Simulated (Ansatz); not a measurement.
# Ge: the cost of one run

Method: DFT PBEsol, scalar-relativistic, plane waves, PAW, in Ansatz 0.2.0.

1 further run of the same task is left out (set aside as unsound or not needed). Runs told in other sessions of the task aren't counted.

**1. The system as given**

Symmetry: Ia-3, No. 206, cubic system. Conventional cell: a = 6.939 Å, b = 6.939 Å, c = 6.939 Å, α = 90.00°, β = 90.00°, γ = 90.00°. Ge (site symmetry 3) is surrounded by 4 Ge at 2.45 to 2.49 Å.

As a file:

```
CELL_PARAMETERS angstrom
-3.46966 3.46966 3.46966
3.46966 -3.46966 3.46966
3.46966 3.46966 -3.46966
ATOMIC_POSITIONS crystal
Ge 0.50000 0.00000 0.79584
Ge 0.79584 0.50000 0.00000
Ge 0.00000 0.79584 0.50000
Ge 0.70416 0.70416 0.70416
Ge 0.50000 0.00000 0.20416
Ge 0.20416 0.50000 0.00000
Ge 0.00000 0.20416 0.50000
Ge 0.29584 0.29584 0.29584
```

It goes back to an entry of the Materials Project, which need not be the stable form.

It is the result of an earlier relaxation at this level (volume 20.88 Å³/atom; gap on the mesh: none (metal)).

**2. Zero of energy**

Reference values: F = -34027.0617 eV; pressure -0.02 GPa; largest force 0.003 eV/Å; gap on the mesh none (metal). It was computed beforehand with the settings of the runs below.

**3. Zone-centre phonons by finite displacements**

input.yaml

```yaml
crystal:
  lattice:
    - [-3.4696630977, 3.4696630977, 3.4696630977]
    - [3.4696630977, -3.4696630977, 3.4696630977]
    - [3.4696630977, 3.4696630977, -3.4696630977]
  atoms:
    - { symbol: Ge, position: [0.5, 0.0, 0.7958385091] }
    - { symbol: Ge, position: [0.7958385091, 0.5, 0.0] }
    - { symbol: Ge, position: [0.0, 0.7958385091, 0.5] }
    - { symbol: Ge, position: [0.7041614909, 0.7041614909, 0.7041614909] }
    - { symbol: Ge, position: [0.5, 0.0, 0.2041614909] }
    - { symbol: Ge, position: [0.2041614909, 0.5, 0.0] }
    - { symbol: Ge, position: [0.0, 0.2041614909, 0.5] }
    - { symbol: Ge, position: [0.2958385091, 0.2958385091, 0.2958385091] }
basis:
  ecutwfc: 420
kpoints:
  mp_grid: { grid: [8, 8, 8] }
hamiltonian:
  xc: pbesol
scf:
  occupations: { method: gaussian, width: 0.15 }
output:
  eigenvalues: true
phonons:
  method: fd
  supercell: [1, 1, 1]
  amplitude: 0.02
  eigenvectors: true
  dielectric: false
```

Started as:

```
$ ansatz run input.yaml --threads 2 --pin off --max-ram 5120MiB --backend cpu --events-out ev --progress --plain --runs-dir out
```

What time and memory should one allow on 2 threads of AMD EPYC 9R45 (Zen 5), shared host?

About 69 s, with a peak of 2.1 GiB.
